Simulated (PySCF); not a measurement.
# Tb, Tb⁺: ionisation energy in x2c-TZVPPall plus 1 even-tempered diffuse shell per l

Aim: the ionisation energy of terbium from differences of total energies, at each level of theory, and how far each lands from the tabulated value where there is one.

Method: unrestricted determinants in a Gaussian basis, no spin-orbit coupling in the energies. Code: PySCF 2.14.0.

**1. The system**

| Item | Value |
| --- | --- |
| Element | terbium (Z = 65) |
| Basis | x2c-TZVPPall with one added diffuse shell each of s, p, d, f type (12s8p8d5f2g, 129 functions) |
| Hamiltonian | scalar relativity by spin-free X2C-1e |
| State 1 | Tb: [Xe] 4f9 6s2, one real determinant |
| State 2 | Tb⁺: [Xe] 4f9 6s1, one real determinant |
| Methods | UHF, LDA, PBE, PBE0, r2SCAN, MP2 |
| Core shells frozen in the correlated runs | valence: [Kr] 4d10; valence and next inner shell: [Ar] 3d10 (for Tb) |

The outer shells:

Tb [Xe] 4f9 6s2
```
[Xe] core
4f [↑↓][↑↓][↑ ][↑ ][↑ ][↑ ][↑ ]
6s [↑↓]
```

Tb+ [Xe] 4f9 6s1
```
[Xe] core
4f [↑↓][↑↓][↑ ][↑ ][↑ ][↑ ][↑ ]
6s [↑ ]
```

One driver process ran all states and methods and kept the integrals in memory. Each run is shown as a PySCF script that sums up its settings (the driver passes frozen orbitals as a list and adds second-order terms of double hybrids); the logs are those of the runs themselves. The driver starts from symmetry-adapted Hartree-Fock orbitals, holds the occupation by maximum overlap and uses a logarithmic radial grid for functionals, so a plain start would take other cycles.

The integrals over 129 functions and the set-up took 14 s of CPU time.

**2. Tb, method by method**

Level: UHF.

input.py

```python
from pyscf import gto, scf, dft, mp, cc
import basis_set_exchange as bse
mol = gto.M(atom="Tb 0 0 0", charge=0, spin=5, symmetry="D2h",
            basis=gto.basis.parse(bse.get_basis("x2c-TZVPPall", elements=["Tb"], fmt="nwchem", augment_diffuse=1)),
            nucmod="G")
mf = scf.UHF(mol).sfx2c1e()
mf.irrep_nelec = {'Ag': (10, 10), 'B1g': (2, 2), 'B2g': (2, 2), 'B3g': (2, 2), 'Au': (1, 0), 'B1u': (6, 4), 'B2u': (6, 6), 'B3u': (6, 4)}
mf.kernel()
```

Level: LDA.

input.py differs from the last one in:

```diff
@@ -5,3 +5,3 @@
             nucmod="G")
-mf = scf.UHF(mol).sfx2c1e()
+mf = dft.UKS(mol, xc="LDA,VWN").sfx2c1e()
 mf.irrep_nelec = {'Ag': (10, 10), 'B1g': (2, 2), 'B2g': (2, 2), 'B3g': (2, 2), 'Au': (1, 0), 'B1u': (6, 4), 'B2u': (6, 6), 'B3u': (6, 4)}
```

Level: PBE.

input.py differs from the last one in:

```diff
@@ -5,3 +5,3 @@
             nucmod="G")
-mf = dft.UKS(mol, xc="LDA,VWN").sfx2c1e()
+mf = dft.UKS(mol, xc="PBE").sfx2c1e()
 mf.irrep_nelec = {'Ag': (10, 10), 'B1g': (2, 2), 'B2g': (2, 2), 'B3g': (2, 2), 'Au': (1, 0), 'B1u': (6, 4), 'B2u': (6, 6), 'B3u': (6, 4)}
```

Level: PBE0.

input.py differs from the last one in:

```diff
@@ -5,3 +5,3 @@
             nucmod="G")
-mf = dft.UKS(mol, xc="PBE").sfx2c1e()
+mf = dft.UKS(mol, xc="PBE0").sfx2c1e()
 mf.irrep_nelec = {'Ag': (10, 10), 'B1g': (2, 2), 'B2g': (2, 2), 'B3g': (2, 2), 'Au': (1, 0), 'B1u': (6, 4), 'B2u': (6, 6), 'B3u': (6, 4)}
```

Level: r2SCAN.

input.py differs from the last one in:

```diff
@@ -5,3 +5,3 @@
             nucmod="G")
-mf = dft.UKS(mol, xc="PBE0").sfx2c1e()
+mf = dft.UKS(mol, xc="R2SCAN").sfx2c1e()
 mf.irrep_nelec = {'Ag': (10, 10), 'B1g': (2, 2), 'B2g': (2, 2), 'B3g': (2, 2), 'Au': (1, 0), 'B1u': (6, 4), 'B2u': (6, 6), 'B3u': (6, 4)}
```

Level: MP2 (valence).

input.py differs from the last one in:

```diff
@@ -5,4 +5,5 @@
             nucmod="G")
-mf = dft.UKS(mol, xc="R2SCAN").sfx2c1e()
+mf = scf.UHF(mol).sfx2c1e()
 mf.irrep_nelec = {'Ag': (10, 10), 'B1g': (2, 2), 'B2g': (2, 2), 'B3g': (2, 2), 'Au': (1, 0), 'B1u': (6, 4), 'B2u': (6, 6), 'B3u': (6, 4)}
 mf.kernel()
+mp.UMP2(mf, frozen=23).kernel()
```

Level: MP2 (valence and next inner shell).

input.py differs from the last one in:

```diff
@@ -8,2 +8,2 @@
 mf.kernel()
-mp.UMP2(mf, frozen=23).kernel()
+mp.UMP2(mf, frozen=14).kernel()
```

**3. Tb⁺**

Level: UHF.

input.py

```python
from pyscf import gto, scf, dft, mp, cc
import basis_set_exchange as bse
mol = gto.M(atom="Tb 0 0 0", charge=1, spin=6, symmetry="D2h",
            basis=gto.basis.parse(bse.get_basis("x2c-TZVPPall", elements=["Tb"], fmt="nwchem", augment_diffuse=1)),
            nucmod="G")
mf = scf.UHF(mol).sfx2c1e()
mf.irrep_nelec = {'Ag': (10, 9), 'B1g': (2, 2), 'B2g': (2, 2), 'B3g': (2, 2), 'Au': (1, 0), 'B1u': (6, 4), 'B2u': (6, 6), 'B3u': (6, 4)}
mf.kernel()
```

Level: LDA.

input.py differs from the last one in:

```diff
@@ -5,3 +5,3 @@
             nucmod="G")
-mf = scf.UHF(mol).sfx2c1e()
+mf = dft.UKS(mol, xc="LDA,VWN").sfx2c1e()
 mf.irrep_nelec = {'Ag': (10, 9), 'B1g': (2, 2), 'B2g': (2, 2), 'B3g': (2, 2), 'Au': (1, 0), 'B1u': (6, 4), 'B2u': (6, 6), 'B3u': (6, 4)}
```

Level: PBE.

input.py differs from the last one in:

```diff
@@ -5,3 +5,3 @@
             nucmod="G")
-mf = dft.UKS(mol, xc="LDA,VWN").sfx2c1e()
+mf = dft.UKS(mol, xc="PBE").sfx2c1e()
 mf.irrep_nelec = {'Ag': (10, 9), 'B1g': (2, 2), 'B2g': (2, 2), 'B3g': (2, 2), 'Au': (1, 0), 'B1u': (6, 4), 'B2u': (6, 6), 'B3u': (6, 4)}
```

Level: PBE0.

input.py differs from the last one in:

```diff
@@ -5,3 +5,3 @@
             nucmod="G")
-mf = dft.UKS(mol, xc="PBE").sfx2c1e()
+mf = dft.UKS(mol, xc="PBE0").sfx2c1e()
 mf.irrep_nelec = {'Ag': (10, 9), 'B1g': (2, 2), 'B2g': (2, 2), 'B3g': (2, 2), 'Au': (1, 0), 'B1u': (6, 4), 'B2u': (6, 6), 'B3u': (6, 4)}
```

Level: r2SCAN.

input.py differs from the last one in:

```diff
@@ -5,3 +5,3 @@
             nucmod="G")
-mf = dft.UKS(mol, xc="PBE0").sfx2c1e()
+mf = dft.UKS(mol, xc="R2SCAN").sfx2c1e()
 mf.irrep_nelec = {'Ag': (10, 9), 'B1g': (2, 2), 'B2g': (2, 2), 'B3g': (2, 2), 'Au': (1, 0), 'B1u': (6, 4), 'B2u': (6, 6), 'B3u': (6, 4)}
```

Level: MP2 (valence).

input.py differs from the last one in:

```diff
@@ -5,4 +5,5 @@
             nucmod="G")
-mf = dft.UKS(mol, xc="R2SCAN").sfx2c1e()
+mf = scf.UHF(mol).sfx2c1e()
 mf.irrep_nelec = {'Ag': (10, 9), 'B1g': (2, 2), 'B2g': (2, 2), 'B3g': (2, 2), 'Au': (1, 0), 'B1u': (6, 4), 'B2u': (6, 6), 'B3u': (6, 4)}
 mf.kernel()
+mp.UMP2(mf, frozen=23).kernel()
```

Level: MP2 (valence and next inner shell).

input.py differs from the last one in:

```diff
@@ -8,2 +8,2 @@
 mf.kernel()
-mp.UMP2(mf, frozen=23).kernel()
+mp.UMP2(mf, frozen=14).kernel()
```

Q: Predict the outcome of this session.

**Answer**, as computed:

| quantity | value |
| --- | --- |
| ionisation energy, Tb | UHF 4.789, MP2 (valence and next inner shell) 5.800 eV; reference 5.864 |

The methods span 1.277 eV, from UHF (4.789) to LDA (6.066). The reference is uncertain or not like for like (spin-orbit coupling or other relativistic terms), so no ranking of close methods is drawn. All values hold for this basis alone; no basis-set limit was taken.
